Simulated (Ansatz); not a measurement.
**AlF3 (SMILES [F][Al]([F])[F]) at CCSDTQ/STO-3G**

What is the electronic atomisation energy of AlF3 at CCSDTQ/STO-3G? 

The results are computed with Ansatz 0.2.0.

38 further runs of the same task are left out: 6 that didn't finish, 32 set aside as unsound or not needed.

### 1 The structure to begin with

AlF3 has 4 atoms, charge 0, and is taken as a singlet. As SMILES, `[F][Al]([F])[F]`. The shape comes from GFN2-xTB, which is rough for such elements, and wasn't checked as a minimum.

Bond lengths: Al1–F2 1.631 Å, Al1–F3 1.631 Å, Al1–F4 1.631 Å. Angles: F2–Al1–F3 120.0°, F2–Al1–F4 120.0°, F3–Al1–F4 120.0°.

### 2 A single-point energy at CCSDTQ/STO-3G

job.yaml

```yaml
crystal:
  periodic: [false, false, false]
  atoms:
    - symbol: Al
      position_ang: [-0.000200, -0.000290, -0.001260]
    - symbol: F
      position_ang: [1.630840, -0.027090, 0.013490]
    - symbol: F
      position_ang: [-0.791540, 1.425990, -0.016640]
    - symbol: F
      position_ang: [-0.839100, -1.398610, 0.004400]
basis:
  gaussian:
    orbitals: STO-3G
correlation:
  method: ccsdtq
  frozen_orbitals: {Al: 5, F: 1}
accuracy: high
scf:
  omitted_lower_state_checks: [cluster_reference, increment]
```

Command:

```sh
ansatz run job.yaml --threads 1 --pin off --max-ram 2610MiB --events-out events.jsonl --progress --plain --runs-dir runs
```

Log (excerpt; [...] marks lines left out):

```text
Warning: RAYON_NUM_THREADS=1 ignored (pool sized by the plan → 1); use --threads N
Functional definition: HF
  name "HF"
[...]
448 factors; integrals over basis functions are off by at most 4.3e-8 eV
[...]
mean field -14510.40580721 eV, -533.2475779086 hartree, gradient 9.6e-8 eV, S^2 0.000000; 0 other end points of the search recorded, 0 dependent functions left out
8 core orbitals not correlated: weight in the atoms' cores, before any rotation towards them, 1.000 or more for the frozen orbitals, at most 0.000 for the correlated occupied ones
reference -14510.40580721 eV, -533.2475779086 hartree; 12, 12 occupied and 4, 4 virtual orbitals, 448 factors
second order -1.92239807 eV of doubles, -0.00000000 eV of singles
cycle   1  -2.01276258 eV  change   -9.0e-2 eV  update   1.0e-1
[...]
cycle  24  -2.47949127 eV  change  -1.9e-10 eV  update   2.1e-9
Total energy: -14512.88529847 eV, -533.3386975319 hartree
Checks for a lower state left out: cluster_reference, increment
```

Run time: 20 s. Hardware: 1 thread of Arm Neoverse V1, shared host; peak memory 0.27 GiB.

### 3 The Al atom at the same level

input.yaml

```yaml
basis:
  gaussian:
    orbitals: STO-3G
crystal:
  periodic: [false, false, false]
  atoms:
    - {symbol: Al, position_ang: [0.000000, 0.000000, 0.000000]}
total_charge: 0
magnetization:
  spin_polarized: true
  initial_magnetization: 1
correlation:
  method: ccsdtq
  frozen_orbitals: {Al: 5}
accuracy: high
scf:
  omitted_lower_state_checks: [cluster_reference, increment]
```

Run the same way, it converges to -238.88392 Eh (log not shown).

### 4 The F atom at the same level

in.yaml

```yaml
basis:
  gaussian:
    orbitals: STO-3G
crystal:
  periodic: [false, false, false]
  atoms:
    - {symbol: F, position_ang: [0.000000, 0.000000, 0.000000]}
magnetization:
  spin_polarized: true
  initial_magnetization: 1
correlation:
  method: ccsdtq
  frozen_orbitals: {F: 1}
accuracy: high
scf:
  omitted_lower_state_checks: [cluster_reference, increment]
```

Run the same way, it converges to -97.98651 Eh (log not shown).

### 5 Summary of results

At CCSDTQ/STO-3G, 8 core orbitals frozen:

| quantity | value |
| --- | --- |
| molecule: total energy | -533.33870 Eh |
| molecule: correlation energy (8 core orbitals frozen) | -91.1 mEh |
| molecule: T1 diagnostic | 0.015 |
| Al atom: total energy | -238.88392 Eh |
| Al atom: correlation energy (5 core orbitals frozen) | -25.6 mEh |
| Al atom: ⟨S²⟩ of the reference determinant | 0.750 |
| Al atom: T1 diagnostic | 0.000 |
| F atom: total energy | -97.98651 Eh |
| F atom: correlation energy (1 core orbital frozen) | 0.0 mEh |
| F atom: ⟨S²⟩ of the reference determinant | 0.750 |
| F atom: T1 diagnostic | 0.000 |
| electronic atomisation energy | 13.477 eV |

Taking the molecule apart into free atoms costs 13.48 eV (311 kcal/mol), before zero-point energy and without spin-orbit coupling. In a minimal basis such a difference can be off by several eV, whatever the method.
